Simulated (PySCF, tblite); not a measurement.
# C₇H₈OS: vibronic structure

Aim: compute the vibronic structure of C₇H₈OS (`C=C/C=C(/C=S)C(C)=O`).

Programs: tblite 0.8.0 and PySCF 2.14.0, with routines of our own; each step states its level. All values are computed. Atoms count from 0.

### Step 1. The system as given

17 atoms, charge 0, multiplicity 1; geometry from: force field or distance geometry start.

### Step 2. Geometry optimisation with GFN2-xTB

What the job is given:

```
{"job": {"kind": "relax", "xc": "GFN2-xTB", "basis": "xTB"}, "charge": 0, "multiplicity": 1}
C      2.739800    -1.483300     0.668000
C      1.477000    -1.132200     0.323300
C      1.102300     0.225500     0.047200
C     -0.148100     0.675100    -0.258100
C     -0.293000     2.129500    -0.491300
S     -1.686700     2.948300    -0.963300
C     -1.296500    -0.277600    -0.301700
C     -2.384100    -0.108300     0.729000
O     -1.324600    -1.188600    -1.129700
H      3.532000    -0.758400     0.756400
H      2.975500    -2.521600     0.864500
H      0.729300    -1.927400     0.263200
H      1.910200     0.945400     0.086400
H      0.642200     2.712100    -0.369300
H     -2.542700    -1.055900     1.244900
H     -2.125500     0.639400     1.484900
H     -3.314100     0.190100     0.229100
```

On the command line:

```console
$ OMP_NUM_THREADS=1 python excited_run.py task.json out
```

The driver reads the jobs from task.json and runs them one after another.

The program printed:

```text
step      E/eV     max force
  0    -715.08210    2.015
  1    -715.17284    2.386
  2    -715.22329    0.567
  3    -715.23794    0.390
  4    -715.24935    0.346
  5    -715.25506    0.246
  6    -715.26158    0.241
  7    -715.26767    0.220
  8    -715.27383    0.198
  9    -715.27769    0.133
 10    -715.28052    0.119
 11    -715.28299    0.142
 12    -715.28540    0.155
 13    -715.28743    0.134
 14    -715.28921    0.117
 15    -715.29120    0.124
 16    -715.29369    0.133
 17    -715.29629    0.120
 18    -715.29818    0.090
 19    -715.29919    0.074
 20    -715.29979    0.057
 21    -715.30024    0.053
 22    -715.30058    0.042
 23    -715.30088    0.049
 24    -715.30120    0.054
 25    -715.30153    0.048
 26    -715.30181    0.032
 27    -715.30204    0.041
 28    -715.30227    0.047
 29    -715.30254    0.048
 30    -715.30279    0.047
 31    -715.30300    0.048
 32    -715.30318    0.044
 33    -715.30340    0.037
 34    -715.30368    0.042
 35    -715.30396    0.043
 36    -715.30420    0.042
 37    -715.30444    0.039
 38    -715.30477    0.060
 39    -715.30527    0.073
 40    -715.30591    0.076
 41    -715.30657    0.055
 42    -715.30715    0.057
 43    -715.30772    0.074
 44    -715.30837    0.079
 45    -715.30901    0.070
 46    -715.30958    0.065
 47    -715.31016    0.077
 48    -715.31087    0.095
 49    -715.31166    0.102
 50    -715.31210    0.125
 51    -715.31312    0.091
 52    -715.31385    0.077
 53    -715.31483    0.068
 54    -715.31561    0.072
 55    -715.31644    0.076
 56    -715.31716    0.092
 57    -715.31801    0.070
 58    -715.31858    0.120
 59    -715.31986    0.092
 60    -715.32086    0.085
 61    -715.32212    0.078
 62    -715.32305    0.085
 63    -715.32432    0.063
 64    -715.32478    0.030
 65    -715.32491    0.042
 66    -715.32500    0.032
 67    -715.32510    0.030
 68    -715.32538    0.026
 69    -715.32546    0.027
 70    -715.32562    0.023
 71    -715.32574    0.027
 72    -715.32590    0.031
 73    -715.32604    0.031
 74    -715.32618    0.026
 75    -715.32630    0.023
 76    -715.32639    0.013
 77    -715.32644    0.017
 78    -715.32647    0.019
 79    -715.32651    0.017
 80    -715.32655    0.018
 81    -715.32660    0.019
 82    -715.32664    0.014
 83    -715.32668    0.014
 84    -715.32673    0.019
 85    -715.32679    0.020
 86    -715.32684    0.022
 87    -715.32690    0.023
 88    -715.32694    0.017
 89    -715.32699    0.017
 90    -715.32703    0.016
 91    -715.32708    0.023
 92    -715.32715    0.028
 93    -715.32727    0.029
 94    -715.32741    0.028
 95    -715.32751    0.020
 96    -715.32756    0.013
 97    -715.32759    0.014
 98    -715.32762    0.013
 99    -715.32764    0.012
100    -715.32765    0.006
```

It took 1.1 s on 1 thread of Arm Neoverse N1, shared host; peak memory 0.18 GiB.

The steps of the relaxation: (not every step is listed)

| step | energy from step 0 (eV) | largest force (eV/Å) |
| --- | --- | --- |
| 0 | 0.0000 | 2.0150 |
| 1 | -0.0907 | 2.3857 |
| 2 | -0.1412 | 0.5669 |
| 3 | -0.1558 | 0.3902 |
| 4 | -0.1673 | 0.3458 |
| 5 | -0.1730 | 0.2460 |
| 6 | -0.1795 | 0.2413 |
| 7 | -0.1856 | 0.2201 |
| 8 | -0.1917 | 0.1980 |
| 16 | -0.2116 | 0.1332 |
| 24 | -0.2191 | 0.0543 |
| 32 | -0.2211 | 0.0437 |
| 40 | -0.2238 | 0.0758 |
| 48 | -0.2288 | 0.0950 |
| 56 | -0.2351 | 0.0920 |
| 64 | -0.2427 | 0.0301 |
| 72 | -0.2438 | 0.0315 |
| 80 | -0.2445 | 0.0178 |
| 88 | -0.2448 | 0.0167 |
| 95 | -0.2454 | 0.0200 |
| 96 | -0.2455 | 0.0134 |
| 97 | -0.2455 | 0.0136 |
| 98 | -0.2455 | 0.0125 |
| 99 | -0.2455 | 0.0123 |
| 100 | -0.2455 | 0.0064 |

Distances of close pairs at the start and the end, largest changes first:

| bond | before (Å) | after (Å) | change (Å) |
| --- | --- | --- | --- |
| C3–C4 | 1.480 | 1.428 | -0.052 |
| C4–S5 | 1.684 | 1.633 | -0.051 |
| C6–O8 | 1.231 | 1.206 | -0.025 |
| C4–H13 | 1.109 | 1.088 | -0.021 |
| C0–C1 | 1.355 | 1.336 | -0.019 |
| C1–H11 | 1.093 | 1.080 | -0.013 |
| C3–C6 | 1.493 | 1.503 | +0.010 |
| C6–C7 | 1.508 | 1.500 | -0.008 |

The next job starts from the end point, and lists it.

### Step 3. Infrared spectrum with GFN2-xTB

What the job is given:

```
{"job": {"kind": "ir", "xc": "GFN2-xTB", "basis": "xTB"}, "charge": 0, "multiplicity": 1}
C      2.812794    -1.454842     0.597600
C      1.537362    -1.132418     0.362062
C      1.129264     0.211211     0.090889
C     -0.142815     0.626902    -0.175150
C     -0.362824     2.008077    -0.462987
S     -1.771699     2.747042    -0.831341
C     -1.272755    -0.363290    -0.199393
C     -2.443578    -0.015508     0.671157
O     -1.215599    -1.369120    -0.863134
H      3.592746    -0.710244     0.601351
H      3.115257    -2.469981     0.785524
H      0.776286    -1.898694     0.347347
H      1.914332     0.959757     0.118977
H      0.534472     2.623368    -0.470124
H     -3.058447    -0.896679     0.833747
H     -2.114387     0.404977     1.618376
H     -3.037407     0.741472     0.158468
```

The program printed:

```text
mode    cm-1     km/mol
  1      34.4      3.75
  2      67.4      3.06
  3     110.6      0.31
  4     120.6      0.82
  5     148.7      0.76
  6     195.1      5.00
  7     219.6      1.70
  8     242.9      6.61
  9     320.7      0.43
 10     360.2      0.64
 11     412.5      0.59
 12     503.3      8.61
 13     594.5      0.71
 14     632.9      8.13
 15     651.3      7.31
 16     733.0      4.21
 17     780.0      0.32
 18     864.5      4.33
 19     899.6      8.62
 20     951.4     15.55
 21     974.8      1.29
 22     996.5      1.84
 23    1012.1     31.33
 24    1034.8      4.17
 25    1145.5     95.62
 26    1199.9     16.92
 27    1222.9     22.32
 28    1281.2      1.36
 29    1304.1    143.69
 30    1340.7     29.02
 31    1358.8     41.67
 32    1403.1      3.30
 33    1432.9     27.23
 34    1446.3      6.34
 35    1539.4    134.90
 36    1623.6     17.90
 37    1748.7    284.42
 38    2959.1     20.90
 39    2999.9      2.52
 40    3024.8     27.04
 41    3036.6      4.96
 42    3055.6     14.24
 43    3092.0      0.18
 44    3101.4     18.70
 45    3141.6     19.47
```

It took 0.99 s on 1 thread of Arm Neoverse N1, shared host; peak memory 0.18 GiB.

The strongest bands and the atoms that carry them (share of the mass-weighted mode):

| cm⁻¹ | km/mol | atoms |
| --- | --- | --- |
| 1012 | 31.3 | H11 35 %, H9 17 %, H15 14 % |
| 1146 | 95.6 | C6 45 %, H14 17 %, C7 13 % |
| 1304 | 143.7 | C4 41 %, C3 28 %, H13 12 % |
| 1341 | 29.0 | H13 25 %, H12 24 %, C3 19 % |
| 1359 | 41.7 | H16 32 %, H15 25 %, H14 24 %, C7 19 % |
| 1433 | 27.2 | H16 50 %, H14 25 %, H15 19 % |
| 1539 | 134.9 | C2 52 %, C3 40 % |
| 1749 | 284.4 | C6 61 %, O8 37 % |

### Step 4. Vibronic structure: TDDFT BHandHLYP/cc-pVDZ

Settings changed since step 3:

```diff
@@ -1,2 +1,2 @@
-{"job": {"kind": "ir", "xc": "GFN2-xTB", "basis": "xTB"}, "charge": 0, "multiplicity": 1}
+{"job": {"kind": "vib", "xc": "BHandHLYP", "basis": "cc-pVDZ", "tda": false}, "charge": 0, "multiplicity": 1}
 C      2.812794    -1.454842     0.597600
```

Level: TDDFT BHandHLYP/cc-pVDZ vertical-gradient vibronic structure (displaced harmonic oscillators, Condon), gas phase.

The program printed:

```text
final grid: 67536 points
cycle   1  E = -744.5516928239  dE =  1.732e+00  |g| = 8.330e-01  |ddm| = 7.694e+00
cycle   2  E = -744.3415931580  dE =  2.101e-01  |g| = 1.353e+00  |ddm| = 3.047e+00
cycle   3  E = -744.7199419274  dE = -3.783e-01  |g| = 9.076e-02  |ddm| = 1.835e+00
cycle   4  E = -744.7215127011  dE = -1.571e-03  |g| = 6.319e-02  |ddm| = 2.661e-01
cycle   5  E = -744.7225900890  dE = -1.077e-03  |g| = 1.687e-02  |ddm| = 1.215e-01
cycle   6  E = -744.7226671031  dE = -7.701e-05  |g| = 4.012e-03  |ddm| = 3.306e-02
cycle   7  E = -744.7226734009  dE = -6.298e-06  |g| = 1.799e-03  |ddm| = 1.152e-02
cycle   8  E = -744.7226743202  dE = -9.193e-07  |g| = 7.545e-04  |ddm| = 4.399e-03
cycle   9  E = -744.7226744903  dE = -1.701e-07  |g| = 2.078e-04  |ddm| = 1.746e-03
cycle  10  E = -744.7226745032  dE = -1.289e-08  |g| = 6.345e-05  |ddm| = 5.278e-04
cycle  11  E = -744.7226745046  dE = -1.394e-09  |g| = 2.532e-05  |ddm| = 1.821e-04
cycle  12  E = -744.7226745048  dE = -2.672e-10  |g| = 1.258e-05  |ddm| = 6.486e-05
converged SCF energy = -744.7226745048

Singlet excitations (eV, f): 2.263 (0.0000)  4.249 (0.7012)  4.295 (0.1889)  4.737 (0.0261)  5.365 (0.0005)  5.708 (0.0440)

State S1  2.2625 eV  f = 0.00004  H->L 0.92
  relaxed dipole 2.571 D, largest gradient of the excitation energy 0.0456 Eh/bohr
  mode    cm-1        S   lambda/meV  Raman
   29   1304.1    0.3660      59.2   1.000
    6    195.1    0.7879      19.1   0.048
   24   1034.8    0.0900      11.5   0.155
   35   1539.4    0.0590      11.3   0.224
    8    242.9    0.2536       7.6   0.024
   27   1222.9    0.0466       7.1   0.112
   25   1145.5    0.0496       7.0   0.105
    9    320.7    0.1756       7.0   0.029
   10    360.2    0.1526       6.8   0.032
   28   1281.2    0.0334       5.3   0.088
   14    632.9    0.0503       3.9   0.032
   11    412.5    0.0668       3.4   0.018
  reorganisation energy 0.1720 eV, total S 2.756, 0-0 2.0906 eV
  absorption maximum 2.139 eV, width 0.290 eV

State S2  4.2489 eV  f = 0.70117  H-1->L 0.79, H-2->L 0.11
  relaxed dipole 4.043 D, largest gradient of the excitation energy 0.0509 Eh/bohr
  mode    cm-1        S   lambda/meV  Raman
   35   1539.4    0.4530      86.5   1.000
   29   1304.1    0.1622      26.2   0.257
   27   1222.9    0.1393      21.1   0.194
   24   1034.8    0.1532      19.7   0.153
   10    360.2    0.3894      17.4   0.047
    6    195.1    0.6685      16.2   0.024
   36   1623.6    0.0788      15.9   0.194
    5    148.7    0.7108      13.1   0.015
    8    242.9    0.4054      12.2   0.022
   11    412.5    0.1805       9.2   0.029
   21    974.8    0.0661       8.0   0.059
    9    320.7    0.1589       6.3   0.015
  reorganisation energy 0.2855 eV, total S 4.007, 0-0 3.9633 eV
  absorption maximum 4.195 eV, width 0.460 eV

State S3  4.2955 eV  f = 0.18888  H-2->L+1 0.40, H-2->L 0.29, H-1->L 0.17
  relaxed dipole 3.252 D, largest gradient of the excitation energy 0.0604 Eh/bohr
  mode    cm-1        S   lambda/meV  Raman
   37   1748.7    0.2299      49.8   1.000
   35   1539.4    0.1576      30.1   0.531
    7    219.6    1.0302      28.0   0.071
   25   1145.5    0.1868      26.5   0.349
   14    632.9    0.1942      15.2   0.111
    4    120.6    0.7666      11.5   0.016
    9    320.7    0.2822      11.2   0.041
   11    412.5    0.1596       8.2   0.039
   15    651.3    0.0862       7.0   0.052
    8    242.9    0.2148       6.5   0.018
    2     67.4    0.7497       6.3   0.005
   22    996.5    0.0495       6.1   0.070
  reorganisation energy 0.2414 eV, total S 4.757, 0-0 4.0541 eV
  absorption maximum 4.166 eV, width 0.390 eV

State T1  1.8233 eV  f = 0.00000  H->L 0.90
  relaxed dipole 2.742 D, largest gradient of the excitation energy 0.0398 Eh/bohr
  mode    cm-1        S   lambda/meV  Raman
   29   1304.1    0.3129      50.6   1.000
    6    195.1    0.6836      16.5   0.049
   24   1034.8    0.0708       9.1   0.143
    8    242.9    0.2790       8.4   0.031
   35   1539.4    0.0392       7.5   0.175
   28   1281.2    0.0402       6.4   0.124
   25   1145.5    0.0438       6.2   0.108
   10    360.2    0.1291       5.8   0.031
    9    320.7    0.1348       5.4   0.026
   27   1222.9    0.0309       4.7   0.087
   11    412.5    0.0911       4.7   0.029
    3    110.6    0.2880       3.9   0.007
  reorganisation energy 0.1528 eV, total S 2.726, 0-0 1.6705 eV
  absorption maximum 1.717 eV, width 0.268 eV
```

Wall time 84 s (1 thread of Arm Neoverse N1, shared host); peak memory 1.1 GiB.

### Step 5. Vibronic structure: M06-2X/pcseg-0

Settings changed since step 4:

```diff
@@ -1,2 +1,2 @@
-{"job": {"kind": "vib", "xc": "BHandHLYP", "basis": "cc-pVDZ", "tda": false}, "charge": 0, "multiplicity": 1}
+{"job": {"kind": "vib", "xc": "M06-2X", "basis": "pcseg-0", "tda": true, "temperature": 200, "scf": {"max_cycle": 66}, "maxiter": 30}, "charge": 0, "multiplicity": 1}
 C      2.812794    -1.454842     0.597600
```

Method: M06-2X/pcseg-0.

The program printed:

```text
NotImplementedError: meta-GGA kernel
```

Run time: 8.3 s. Hardware: 1 thread of Arm Neoverse N1, shared host; peak memory 0.75 GiB.

**What went wrong.** This response code has no terms for the kinetic-energy density, so it refuses meta-GGA functionals here. The remedy is to take a GGA or a hybrid, or another code.

### Step 6. What came out

| quantity | value |
| --- | --- |
| strongest single infrared mode (GFN2-xTB) | 1749 cm⁻¹, 284 km/mol |
| zero-point energy (GFN2-xTB) | 79.1 kcal/mol |
| S1: vertical, reorganisation, 0-0, total S (step 4, TDDFT BHandHLYP/cc-pVDZ, modes from GFN2-xTB) | 2.26, 0.17, 2.09 eV; 2.8 |
| S2: vertical, reorganisation, 0-0, total S (step 4, TDDFT BHandHLYP/cc-pVDZ, modes from GFN2-xTB) | 4.25, 0.29, 3.96 eV; 4.0 |
| S3: vertical, reorganisation, 0-0, total S (step 4, TDDFT BHandHLYP/cc-pVDZ, modes from GFN2-xTB) | 4.30, 0.24, 4.05 eV; 4.8 |
| runs | 1 failed, 0 ended on unsound input |

No mode is imaginary among the 45: a minimum at this level. The strongest single mode, at 1749 cm⁻¹, moves mainly C6 and O8. Unscaled tight-binding wavenumbers are off by several per cent, some by more. Its intensities can rank the bands wrongly. Some states lie very close; unless symmetry makes them partners, their order is unsure. The vibronic model keeps the ground-state modes (from xTB) and shifts them along the gradient alone, so it can miss much of the relaxation that a full optimisation finds.
